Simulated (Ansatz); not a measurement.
GaF:

```
CELL_PARAMETERS angstrom
3.16592 0.00000 0.00000
0.00000 3.16592 0.00000
0.00000 0.00000 3.16592
ATOMIC_POSITIONS crystal
Ga 0.00000 0.00000 0.00000
F 0.50000 0.50000 0.50000
```

The cell was built by a generator and needn't be a form met in nature.

Base run:

| Quantity | Value |
| --- | --- |
| Program | Ansatz 0.2.0 |
| Functional | BLYP |
| Potentials or basis | Ansatz PAW |
| Cutoff | 420 eV (not typed: the program's choice for these potentials) |
| k mesh | 5 × 5 × 5 |
| Occupations | fermi-dirac, width 0.05 eV |
| Spin | no spin polarisation |

Its results: band gap on the k mesh 2.61 eV, indirect (least direct gap 2.93 eV); pressure 3.1 GPa.

Question: After a change of settings the same cell gave: band gap on the k mesh 2.36 eV, indirect (least direct gap 2.77 eV); pressure -6.6 GPa. Which change was it?
A. functional from BLYP to RPBE
B. functional from BLYP to HSE06
C. functional from BLYP to LDA
D. functional from BLYP to PBE

Answer: C.

LDA binds more tightly than BLYP, so the same cell stands under less pressure.

Caveats: odd divisions of the mesh miss points on the zone boundary, where band edges often lie, so the gap on the mesh can be too wide; the PAW data sets come from PBE, with cores solved anew for the run's functional, which leaves a small shift of forces and pressure; the density of states is complete only up to the lowest level of the last band computed.
